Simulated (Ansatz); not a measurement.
I need a ladder of methods at one geometry of C₂H₈SeSi, SMILES C[SiH](C)[SeH]. Use the Python package of Ansatz (0.2.0). Use (for the species named): PBE0, def2-SVP basis, multiplicity 1. The script varies functional: pbe0, hf, r2scan, blyp.

Input file `c2h8sesi.xyz`:
```text
12

C    -0.63010    1.44170   -0.60920
Si   -0.33180   -0.03010    0.41190
C     1.36260   -0.64300    0.03560
Se   -1.76500   -1.64720   -0.09600
H    -0.59570    1.21930   -1.71410
H    -1.70340    1.86810   -0.40600
H     0.08390    2.28200   -0.37180
H    -0.39610    0.33370    1.83150
H     2.13520    0.16560    0.33640
H     1.60450   -1.54300    0.68780
H     1.46530   -0.90440   -1.00490
H    -1.15250   -2.59780    0.93260
```

`methods_c2h8sesi.py`:
```python
"""C2H8SeSi at several levels of theory."""

from pathlib import Path

import ansatz
import numpy as np

mol = ansatz.Crystal.molecule_from_extxyz("c2h8sesi.xyz")

job = mol.calculation().basis(gaussian="def2-SVP")

print("functional    E (Ha)        dipole (D)   HOMO (eV)  LUMO (eV)")
for name in ["pbe0", "hf", "r2scan", "blyp"]:
    report = job.functional(name).forces().orbitals().run(threads=1, backend="cpu", runs_dir="runs").report
    lines = Path(report["orbitals_path"]).read_text().splitlines()
    field_of = lambda key: [line.split("=")[1].strip() for line in lines if line.startswith(key)]
    orbitals = [(27.211386 * float(e), s, float(n)) for e, s, n in zip(field_of("Ene="), field_of("Spin="), field_of("Occup="))]
    homo = max(e for e, _, n in orbitals if n > 0.5)
    lumo = min(e for e, _, n in orbitals if n < 0.5)
    dipole = 4.803205 * np.linalg.norm(report["charge_distribution"]["dipole_moment_e_ang"])
    print(f"{name:10s} {report['free_energy_ev'] / 27.211386246:14.6f} {dipole:9.3f} {homo:11.3f} {lumo:10.3f}")
```

```console
$ python methods_c2h8sesi.py
functional    E (Ha)        dipole (D)   HOMO (eV)  LUMO (eV)
pbe0         -2771.157334     1.287      -6.742      0.064
hf           -2768.756478     1.351      -9.421      3.382
r2scan       -2771.579844     1.305      -5.871     -0.586
blyp         -2771.621105     1.131      -5.331     -0.722
```

Reading the output:
- Total energies depend on the basis set; only differences at equal settings carry meaning.
- The geometry is a force-field or estimated start, not a minimum of this method, and the basis set is short of its limit. A lower total doesn't mark the better method: functionals have no common bound, and MP2 and coupled cluster aren't variational.
- Levels such as HOMO and LUMO are orbital energies: with these approximate functionals they aren't the ionisation energy and electron affinity, and their gap isn't the fundamental gap.
- Run time: 24 s on 1 thread of Arm Neoverse V1, on a shared host, peak memory 0.34 GiB.

(Lines on the test bed's own set-up are left out of the output.)
